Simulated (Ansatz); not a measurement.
Crystal: HPbNO4.

```
H Pb N O
1.0
     6.85877    0.00000    0.00000
     0.00000    4.22865    0.00000
    -3.39101    0.00000    7.27459
H Pb N O
2 2 2 8
Direct
  0.22549 0.75000 0.50730
  0.77451 0.25000 0.49270
  0.30229 0.25000 0.28494
  0.69771 0.75000 0.71506
  0.21484 0.75000 0.83567
  0.78516 0.25000 0.16433
  0.33078 0.75000 0.45338
  0.40909 0.75000 0.86901
  0.15508 0.75000 0.96537
  0.07083 0.75000 0.66955
  0.66922 0.25000 0.54661
  0.59091 0.25000 0.13099
  0.84492 0.25000 0.03463
  0.92917 0.25000 0.33045
```

The cell was built by a generator and needn't be a form met in nature.

| Property | Result |
| --- | --- |
| Program | Ansatz 0.2.0 |
| Task | relaxation of cell and atoms |
| Functional | RPBE |
| Potentials or basis | Ansatz PAW |
| Cutoff | 420 eV (not typed: the program's choice for these potentials) |
| k mesh | 3 × 5 × 3 |
| Occupations | fermi-dirac, width 0.05 eV |
| Spin | no spin polarisation |

At the start: volume 15.07 Å³/atom.

Question: Where does the relaxation end?

Answer: It ends after 23 steps and the volume is 16.73 Å³/atom (+11.0 %); space group P2_1/m (No. 11, to 0.05 Å).

Step by step:
```
step  energy change (eV)  largest force (eV/Å)  volume (Å³)
   1              0.0000                0.2788       210.99
   2             -0.0429                0.1374       222.53
   3             -0.0431                0.0750       223.83
   4             -0.0431                0.0439       224.87
   5             -0.0454                0.0821       224.73
   6             -0.0457                0.0282       224.88
   7             -0.0455                0.0201       224.97
   8             -0.0456                0.0090       224.95
   9             -0.1080                0.0128       224.95
  10             -0.0980                0.1121       230.05
  11             -0.0962                0.0678       231.18
  12             -0.0957                0.0597       231.44
  13             -0.0955                0.0193       231.55
  14             -0.0952                0.0119       231.65
  15             -0.0950                0.0099       231.71
  16             -0.1212                0.0105       231.71
  17             -0.1164                0.0180       233.52
  18             -0.1147                0.0231       234.06
  19             -0.1145                0.0214       234.14
  20             -0.1141                0.0130       234.25
  21             -0.1144                0.0127       234.17
  22             -0.1145                0.0068       234.16
  23             -0.1230                0.0075       234.16
```

Final structure:
```
H Pb N O
1.0
     7.00211    0.00000   -0.10236
     0.00000    4.38451    0.00000
    -3.57044    0.00000    7.67933
H Pb N O
2 2 2 8
Direct
  0.22315 0.75000 0.47927
  0.77685 0.25000 0.52073
  0.31166 0.25000 0.28710
  0.68834 0.75000 0.71290
  0.18912 0.75000 0.82343
  0.81088 0.25000 0.17657
  0.33504 0.75000 0.43941
  0.37920 0.75000 0.85068
  0.13708 0.75000 0.95011
  0.04059 0.75000 0.66516
  0.66496 0.25000 0.56059
  0.62080 0.25000 0.14932
  0.86292 0.25000 0.04989
  0.95941 0.25000 0.33484
```

Caveat: the plane-wave basis is chosen anew once the cell has moved, so the energies of steps on either side of that aren't comparable; the pressure holds a Pulay correction of +0.5 GPa for the finite cutoff; the PAW data sets come from PBE, with cores solved anew for the run's functional, which leaves a small shift of forces and pressure.
